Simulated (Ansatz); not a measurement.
# ZrGa3: stress in a strained cell

ZrGa3 is deformed so: zz strain of -1 %. What stress and forces result, by LAPW, PAW and all-electron datasets made for the crystal?

Method: DFT LDA, scalar-relativistic, in Ansatz 0.2.0.

## 1. The structure to begin with

The structure is tetragonal, space group I4/mmm (No. 139). The conventional cell has a = 3.971 Å, b = 3.971 Å, c = 8.729 Å, α = 90.00°, β = 90.00°, γ = 90.00°. Zr (site symmetry 4/mmm) is surrounded by 12 Ga at 2.81 to 2.95 Å. Ga (site symmetry 4/mmm) is surrounded by 4 Zr at 2.81 Å and 8 Ga at 2.95 Å. Ga (site symmetry -4m2) has 8 Ga at 2.81 to 2.95 Å and 4 Zr at 2.95 Å as nearest neighbours.

Coordinates:

```xyz
4
Lattice="-1.9855 1.9855 4.3645 1.9855 -1.9855 4.3645 1.9855 1.9855 -4.3645" Properties=species:S:1:pos:R:3 pbc="T T T"
Zr    0.0000    0.0000    0.0000
Ga    0.0000    0.0000    4.3645
Ga    0.0000    1.9855    2.1823
Ga    1.9855    0.0000    2.1823
```

Atoms are numbered in the order of the input: Zr1, Ga2, Ga3, Ga4.

## 2. The deformed structure

Space group I4/mmm before, I4/mmm after.

## 3. Full-potential LAPW

File input.yaml:

```yaml
crystal:
  lattice:
    - [-1.9855, 1.9855, 4.320855]
    - [1.9855, -1.9855, 4.320855]
    - [1.9855, 1.9855, -4.320855]
  atoms:
    - { symbol: Zr, position: [0.0, 0.0, 0.0] }
    - { symbol: Ga, position: [0.5, 0.5, 0.0] }
    - { symbol: Ga, position: [0.75, 0.25, 0.5] }
    - { symbol: Ga, position: [0.25, 0.75, 0.5] }
kpoints:
  mp_grid: { grid: [12, 12, 12] }
  band_path:
    path:
      - [0.0, 0.0, 0.0]
      - [0.0, 0.0, 0.5]
      - [0.25, 0.25, 0.25]
      - [0.0, 0.5, 0.0]
      - [0.0, 0.0, 0.0]
      - [0.5, 0.5, -0.5]
      - [0.3027886319, 0.6972113681, -0.3027886319]
      - [-0.3027886319, 0.3027886319, 0.3027886319]
      - [0.0, 0.0, 0.0]
    npoints: 5
scf:
  occupations: { method: fermi_dirac, width: 0.03 }
hamiltonian:
  xc: lda
  pseudopotentials: { kind: all_electron, lapw: { basis_error: 0.001 } }
output:
  forces: true
  stress: true
  eigenvalues: true
```

Launch:

```bash
> ansatz run input.yaml --threads 1 --pin off --max-ram 4096MiB --backend cpu --events-out ev --progress --plain --runs-dir out
```

## 4. PAW on the default files

File input.yaml:

```yaml
crystal:
  lattice:
    - [-1.9855, 1.9855, 4.320855]
    - [1.9855, -1.9855, 4.320855]
    - [1.9855, 1.9855, -4.320855]
  atoms:
    - { symbol: Zr, position: [0.0, 0.0, 0.0] }
    - { symbol: Ga, position: [0.5, 0.5, 0.0] }
    - { symbol: Ga, position: [0.75, 0.25, 0.5] }
    - { symbol: Ga, position: [0.25, 0.75, 0.5] }
kpoints:
  mp_grid: { grid: [12, 12, 12] }
scf:
  occupations: { method: fermi_dirac, width: 0.03 }
hamiltonian:
  xc: lda
  pseudopotentials: { kind: paw }
output:
  forces: true
  stress: true
  eigenvalues: true
  efg: { contact_densities: true }
```

## 5. All-electron PAW on datasets made for the crystal

Edit input.yaml of step 4 so:

```diff
@@ -16,3 +16,3 @@
   xc: lda
-  pseudopotentials: { kind: paw }
+  pseudopotentials: { kind: all_electron, datasets: crystal }
 output:
```

(Steps that only read results are left out.)

Q: Predict the outcome of this session. Wanted: pressure; largest shear or deviatoric stress.

**Answer**, as computed:

| quantity | value |
| --- | --- |
| pressure | LAPW -4.32, PAW -4.36, crystal datasets -4.32 GPa |
| largest shear or deviatoric stress (LAPW) | 7.34 GPa |

The largest part of the stress beyond the pressure is 7.34 GPa in size, in the zz component; the atoms are carried along and not relaxed. No run of the undeformed cell stands beside it, so the pressure holds what the given cell had before the change. PAW: stress within 0.04 GPa of LAPW. Crystal datasets: stress within 0.01 GPa of LAPW.
